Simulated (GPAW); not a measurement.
Write an ASE script for GPAW 26.7.0 that does the following.

```yaml
Task: single point
Functional: PBE
Potentials_or_basis: GPAW PAW data sets (gpaw-data 1.2.1)
Cutoff: 600 eV
Basis: pw
k_mesh: 8 × 8 × 8
Occupations: fermi-dirac, width 0.05 eV
Spin: no spin polarisation
Hubbard_terms: Hf d U = 5 eV
Maxiter: 120
Convergence: default
```

The structure of HfB lies in HfB.xyz:

```xyz
2
Lattice="0.0000000000 2.3100000000 2.3100000000 2.3100000000 0.0000000000 2.3100000000 2.3100000000 2.3100000000 0.0000000000" Properties=species:S:1:pos:R:3 pbc="T T T"
Hf     2.3100000000      2.3100000000      2.3100000000
B      0.0000000000      0.0000000000      0.0000000000
```

One way to write it, as run:

run.py

```python
from ase.dft.bandgap import bandgap
from ase.io import read, write
from ase.units import GPa
from gpaw import GPAW, PW

atoms = read('HfB.xyz')

calc = GPAW(mode=PW(600),
            xc='PBE',
            kpts={'size': (8, 8, 8), 'gamma': True},
            occupations={'name': 'fermi-dirac', 'width': 0.05},
            setups={'Hf': ':d,5.0'},
            nbands=17,
            maxiter=120,
            txt='gpaw.txt')
atoms.calc = calc
energy = atoms.get_potential_energy()
forces = atoms.get_forces()
stress = atoms.get_stress()
calc.write('gs.gpw')
write('result.traj', atoms)
print(f'Energy: {energy:.6f} eV')
print('Forces (eV/A):')
print(forces.round(4))
print('Stress (GPa):', (stress / GPa).round(3))
print('Fermi level:', round(calc.get_fermi_level(), 4), 'eV')
print(f'Gap: {bandgap(calc)[0]:.4f} eV, direct: {bandgap(calc, direct=True)[0]:.4f} eV')
```

Potentials or basis: GPAW PAW data sets (gpaw-data 1.2.1), pw.

Run with:

```console
$ OMP_NUM_THREADS=1 python run.py
```

Results of the run:

```
Pressure               : 51.5 GPa
Band gap on the k mesh : none (metal or under the smearing width)
```

Caveat: the cutoff is short for stress and forces, so pressures can be off by a GPa or more; a pressure of tens of GPa on the cell as given is suspect, and the run, the potentials or the cell itself is likely at fault; U without spin polarisation on a metal has little footing; the U is typed as a test and isn't derived for this compound.

It took 9.9 s on 1 thread of Arm Neoverse V1, on a shared host, peak memory 0.14 GiB.
